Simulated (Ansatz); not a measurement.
**Si₃GeH₁₀: one species, many methods**

Aim: compute Si₃GeH₁₀ with functionals from several rungs and with coupled cluster, and see how far each lands from CCSD(T) at the basis-set limit for the atomisation energy.

Method: functionals in def2-TZVPP, the program's frozen cores in correlated methods; program: Ansatz 0.2.0, Gaussian basis.

Plan: LDA (SPW92), PBE-D4, revPBE-D4, BLYP-D4, r2SCAN-D4, B97M-V, PBE0-D4, B3LYP-D4, r2SCANh-D4, r2SCAN0-D4, HSE06-D4, BHLYP-D4, CAM-B3LYP-D4, LC-ωPBE, ωB97X-V, ωB97M-V, B2PLYP, PBE-QIDH; CCSD(T)/def2-SVP; CCSD(T)/def2-TZVPP; MP2/def2-QZVPP; extrapolation to the limit; RPA on PBE.

## Step 1: Structure used throughout

All runs share one geometry, relaxed beforehand with PBE0-D4 in a triple-zeta def2 set.

SMILES `[SiH3][GeH]([SiH3])[SiH3]`, 14 atoms, charge 0, spin multiplicity 1.

Atoms are counted from 1 here; the program's logs count them from 0.

Bond lengths: Si1–Ge2 2.379 Å, Si1–H5 1.487 Å, Si1–H6 1.487 Å, Si1–H7 1.487 Å, Ge2–Si3 2.379 Å, Ge2–Si4 2.379 Å, Ge2–H8 1.543 Å, Si3–H9 1.487 Å, Si3–H10 1.487 Å, Si3–H11 1.487 Å, Si4–H12 1.487 Å, Si4–H13 1.487 Å, Si4–H14 1.487 Å. Angles: Ge2–Si1–H5 110.7°, Ge2–Si1–H6 110.6°, Ge2–Si1–H7 109.2°, H5–Si1–H6 108.9°, H5–Si1–H7 108.7°, H6–Si1–H7 108.7°, Si1–Ge2–Si3 110.0°, Si1–Ge2–Si4 109.9°, Si1–Ge2–H8 109.0°, Si3–Ge2–Si4 110.0°, Si3–Ge2–H8 109.0°, Si4–Ge2–H8 109.0°, Ge2–Si3–H9 109.2°, Ge2–Si3–H10 110.6°, Ge2–Si3–H11 110.7°, H9–Si3–H10 108.7°, H9–Si3–H11 108.7°, H10–Si3–H11 108.9° and more.

As a file:

```mol
GeH10Si3
  3D, bonds by distance, orders not assigned

 14 13  0  0  0  0  0  0  0  0999 V2000
   -1.5306    1.5293   -0.6184 Si  0  0
   -0.3717   -0.2121    0.5139 Ge  0  0
    1.7038    0.6004    1.3445 Si  0  0
    0.0038   -2.0342   -0.9682 Si  0  0
   -2.8330    1.0388   -1.1424 H   0  0
   -1.7807    2.6739    0.2974 H   0  0
   -0.7043    2.0032   -1.7606 H   0  0
   -1.2308   -0.6984    1.6997 H   0  0
    2.5352    1.0708    0.2046 H   0  0
    1.4861    1.7375    2.2778 H   0  0
    2.4399   -0.4755    2.0601 H   0  0
    0.7339   -3.1299   -0.2770 H   0  0
    0.8217   -1.5676   -2.1194 H   0  0
   -1.2862   -2.5654   -1.4831 H   0  0
  1  2  8  0
  2  3  8  0
  2  4  8  0
  1  5  8  0
  1  6  8  0
  1  7  8  0
  2  8  8  0
  3  9  8  0
  3 10  8  0
  3 11  8  0
  4 12  8  0
  4 13  8  0
  4 14  8  0
M  END
```

## Step 2: LDA

This LDA is Slater exchange with PW92 correlation.

The input, in.yaml:

```yaml
crystal:
  periodic: [false, false, false]
  atoms:
    - {symbol: Si, position_ang: [-1.530635, 1.529293, -0.618434]}
    - {symbol: Ge, position_ang: [-0.371656, -0.212089, 0.513890]}
    - {symbol: Si, position_ang: [1.703817, 0.600410, 1.344520]}
    - {symbol: Si, position_ang: [0.003777, -2.034211, -0.968218]}
    - {symbol: H, position_ang: [-2.833025, 1.038757, -1.142381]}
    - {symbol: H, position_ang: [-1.780654, 2.673909, 0.297385]}
    - {symbol: H, position_ang: [-0.704317, 2.003195, -1.760597]}
    - {symbol: H, position_ang: [-1.230811, -0.698355, 1.699682]}
    - {symbol: H, position_ang: [2.535166, 1.070843, 0.204575]}
    - {symbol: H, position_ang: [1.486112, 1.737478, 2.277810]}
    - {symbol: H, position_ang: [2.439855, -0.475470, 2.060107]}
    - {symbol: H, position_ang: [0.733869, -3.129915, -0.276981]}
    - {symbol: H, position_ang: [0.821726, -1.567564, -2.119370]}
    - {symbol: H, position_ang: [-1.286223, -2.565382, -1.483089]}
basis:
  gaussian: {orbitals: def2-TZVPP}
hamiltonian: {xc: lda}
output: {orbitals: {seedname: orbitals}}
```

The run is started by

```
$ ansatz run in.yaml --threads 4 --pin off --events-out ev --progress --plain --max-ram 11315MiB
```

After this run come: PBE-D4 (GGA); revPBE-D4 (GGA); BLYP-D4 (GGA); r2SCAN-D4 (meta-GGA); B97M-V (meta-GGA); PBE0-D4 (hybrid); B3LYP-D4 (hybrid); r2SCANh-D4 (hybrid); r2SCAN0-D4 (hybrid); HSE06-D4 (hybrid); BHLYP-D4 (hybrid); CAM-B3LYP-D4 (range-separated); LC-ωPBE (range-separated); ωB97X-V (range-separated); ωB97M-V (range-separated); B2PLYP (double hybrid); PBE-QIDH (double hybrid); CCSD(T) in def2-SVP; CCSD(T) in def2-TZVPP; MP2 in def2-QZVPP; RPA on PBE orbitals.

**Question.** What will the summary of the whole plan be? Wanted: atomisation energy, CCSD(T)/CBS; farthest beyond LDA; mean size of error, GGA; mean size of error, meta-GGA; mean size of error, hybrid; mean size of error, range-separated; mean size of error, double hybrid; gap, smallest and largest; T1 diagnostic.

**Answer**, as computed:

| quantity | value |
| --- | --- |
| atomisation energy, CCSD(T)/CBS | 3968.2 kJ/mol |
| functionals within 39.7 kJ/mol (1.0 %) | r2SCAN-D4, B97M-V, B3LYP-D4, r2SCANh-D4, r2SCAN0-D4, BHLYP-D4, CAM-B3LYP-D4, ωB97X-V, ωB97M-V |
| farthest beyond LDA | revPBE-D4 (-131.9 kJ/mol) |
| mean size of error, GGA | 102.2 kJ/mol |
| mean size of error, meta-GGA | 14.9 kJ/mol |
| mean size of error, hybrid | 44.6 kJ/mol |
| mean size of error, range-separated | 39.8 kJ/mol |
| mean size of error, double hybrid | 78.5 kJ/mol |
| gap, smallest and largest | 5.71 eV (LDA (SPW92)), 12.26 eV (LC-ωPBE) |
| T1 diagnostic | 0.0124 |
| triples share of the correlation energy | 3.4 % |

In words: LDA overbinds by 357.6 kJ/mol (9 %). PBE-D4 misses by -87.4 kJ/mol. Double hybrids carry the basis error of their MP2 part in triple zeta, and no dispersion term here, so their miss is partly the set-up's. By mean error the best rung here is meta-GGA (14.9 kJ/mol) and the worst beyond LDA is GGA (102.2 kJ/mol). double hybrid functionals lie within the reference's doubt of that worst mean (78.5 kJ/mol), so those two tie. The reference freezes the cores and leaves out relativity and excitations past (T), and its outer-core shells are covered unevenly, so misses under about 39.7 kJ/mol can't be ranked. Hartree-Fock recovers 76 % of the binding; the rest is correlation. CCSD(T) in def2-SVP is off by -272.8 kJ/mol, more than most functionals: a good method in a small basis is no reference. Orbital gaps span 5.7 to 12.3 eV; exact exchange widens them. Correlated methods include outer-core shells of Ge, which these sets cover unevenly.
